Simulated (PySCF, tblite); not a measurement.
**C₄H₁₁Cl₂FSi₂: geometry, infrared bands and NMR shifts**

What infrared bands and NMR shifts should C₄H₁₁Cl₂FSi₂ (`FCCC([SiH3])([SiH3])C(Cl)Cl`) show?

Programs: tblite 0.8.0 and PySCF 2.14.0, with density-fitted response routines of our own. Each step states its level of theory. These are calculated values for one molecule in the gas phase, unless marked as measured. Atoms count from 0, in the outputs and in this text.

**1. The starting structure**

20 atoms, charge 0, multiplicity 1; geometry from: force field or distance geometry start.

Bonds of the start (Å): F0–C1 1.38, C1–C2 1.50, C2–C3 1.51, C3–Si4 1.88, C3–Si5 1.84, C3–C6 1.53, C6–Cl7 1.78, C6–Cl8 1.77, C1–H9 1.10, C1–H10 1.12, C2–H11 1.11, C2–H12 1.11, Si4–H13 1.44, Si4–H14 1.46, Si4–H15 1.49, Si5–H16 1.48, Si5–H17 1.48, Si5–H18 1.47, C6–H19 1.10.

**2. Optimising the geometry with GFN2-xTB**

What the job is given:

```
{"job": {"kind": "relax", "xc": "GFN2-xTB", "basis": "xTB"}, "charge": 0, "multiplicity": 1}
F      1.607800     2.012800     0.181100
C      1.876100     0.981300    -0.694700
C      1.283800    -0.270900    -0.107500
C     -0.213400    -0.213600     0.069000
Si    -0.825700    -1.830600     0.803000
Si    -0.833600     1.139800     1.156400
C     -0.850700     0.002700    -1.302700
Cl    -2.598700     0.045300    -0.976200
Cl    -0.383300    -1.271900    -2.442600
H      2.968900     0.907000    -0.755400
H      1.500100     1.208800    -1.722700
H      1.492300    -1.122900    -0.785200
H      1.730000    -0.434400     0.899700
H     -0.375400    -2.058100     2.154500
H     -0.395500    -2.904000    -0.094300
H     -2.312200    -1.695700     0.788000
H     -2.148700     0.732700     1.701400
H      0.061500     1.386100     2.313700
H     -1.066300     2.388000     0.423800
H     -0.522100     1.008300    -1.612300
```

Command:

```bash
$ OMP_NUM_THREADS=1 python probes_run.py task.json out
```

This one command runs all jobs of the session in turn.

**Question.** This job is followed by: GFN2-xTB harmonic vibrations, gas phase; GIAO PBE0/pcSseg-1 NMR shielding, non-relativistic, gas phase. Predict these results of the whole session: strongest single infrared mode (GFN2-xTB); zero-point energy (GFN2-xTB); 13C shifts against TMS (PBE0/pcSseg-1); 1H shifts against TMS (PBE0/pcSseg-1, means over atoms taken as alike); 19F shifts against CFCl3 (PBE0/pcSseg-1); 29Si shifts against TMS (PBE0/pcSseg-1, means over atoms taken as alike); 35Cl shifts against HCl (PBE0/pcSseg-1, means over atoms taken as alike).

As calculated:

```
                                                                quantity                       value
                               strongest single infrared mode (GFN2-xTB)        799 cm⁻¹, 332 km/mol
                                            zero-point energy (GFN2-xTB)               83.3 kcal/mol
                                  13C shifts against TMS (PBE0/pcSseg-1)  91.7, 82.5, 37.4, 27.1 ppm
  1H shifts against TMS (PBE0/pcSseg-1, means over atoms taken as alike)  6.40, 4.89, 4.06, 2.04 ppm
                                19F shifts against CFCl3 (PBE0/pcSseg-1)                  -245.1 ppm
29Si shifts against TMS (PBE0/pcSseg-1, means over atoms taken as alike)                   -60.2 ppm
35Cl shifts against HCl (PBE0/pcSseg-1, means over atoms taken as alike)                     276 ppm
```

What this shows: Over 48 steps the energy fell by 0.538 eV; of the close pairs, C3–Si5 changed most, 1.844 to 1.930 Å. All 54 modes are real, so the xTB geometry is a minimum. The strongest single mode, at 799 cm⁻¹, is spread over many atoms; the largest shares are those of H13, H14. GFN2-xTB is a fitted tight-binding method: band positions and strengths are rough. Its intensities can rank the bands wrongly. C6 stands next to heavy halogen, whose spin-orbit shielding this run leaves out, so the computed shift lies too far downfield, most of all for carbon beside Br or I. The most deshielded hydrogen is H19 (hydrogen on an sp3 CH bonded to 2 Cl), at 6.40 ppm: its carbon carries Cl, an electronegative neighbour. At PBE0/pcSseg-1: Shielding is most anisotropic at Cl7, Cl8 (span 561 ppm, paramagnetic term -473 ppm).
